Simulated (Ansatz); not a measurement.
# BN (zincblende type): the cost of one run

Method: DFT, LDA, all-electron LAPW, scalar-relativistic, in Ansatz 0.2.0.

### 1 The system as given

The structure is cubic, space group F-43m (No. 216). The conventional cell has a = 3.581 Å, b = 3.581 Å, c = 3.581 Å, α = 90.00°, β = 90.00°, γ = 90.00°. B (site symmetry -43m) has 4 N at 1.55 Å as nearest neighbours. N (site symmetry -43m) has 4 B at 1.55 Å as nearest neighbours.

Coordinates:

```xyz
4
Lattice="-1.7903 1.7903 0.0000 0.0000 0.0000 3.5806 1.7903 1.7903 0.0000" Properties=species:S:1:pos:R:3 pbc="T T T"
B     0.0000    0.0000    0.0000
B     0.0000    1.7903    1.7903
N     0.8952    0.8952    0.8952
N    -0.8952    0.8952    2.6855
```

Atoms are numbered in the order of the input: B1, B2, N3, N4.

### 2 Bulk in the slab's orientation, LAPW

input.yaml reads:

```yaml
crystal:
  lattice:
    - [-1.7903150549, 1.7903150549, 0.0]
    - [0.0, 0.0, 3.5806301097]
    - [1.7903150549, 1.7903150549, 0.0]
  atoms:
    - { symbol: B, position: [0.0, 0.0, 0.0] }
    - { symbol: B, position: [0.5, 0.5, 0.5] }
    - { symbol: "N", position: [0.0, 0.25, 0.5] }
    - { symbol: "N", position: [0.5, 0.75, 0.0] }
kpoints:
  mp_grid: { grid: [10, 7, 10] }
scf:
  occupations: { method: fermi_dirac, width: 0.02 }
hamiltonian:
  xc: lda
  pseudopotentials: { kind: all_electron, lapw: { basis_error: 0.001 } }
output:
  forces: true
  stress: true
  eigenvalues: true
```

Run with:

```console
ansatz run input.yaml --threads 2 --pin off --max-ram 4096MiB --backend cpu --events-out ev --progress --plain --runs-dir out
```

What time and memory should one allow on 2 threads of Arm Neoverse V1, shared host?

About 16 s, with a peak of 0.35 GiB.
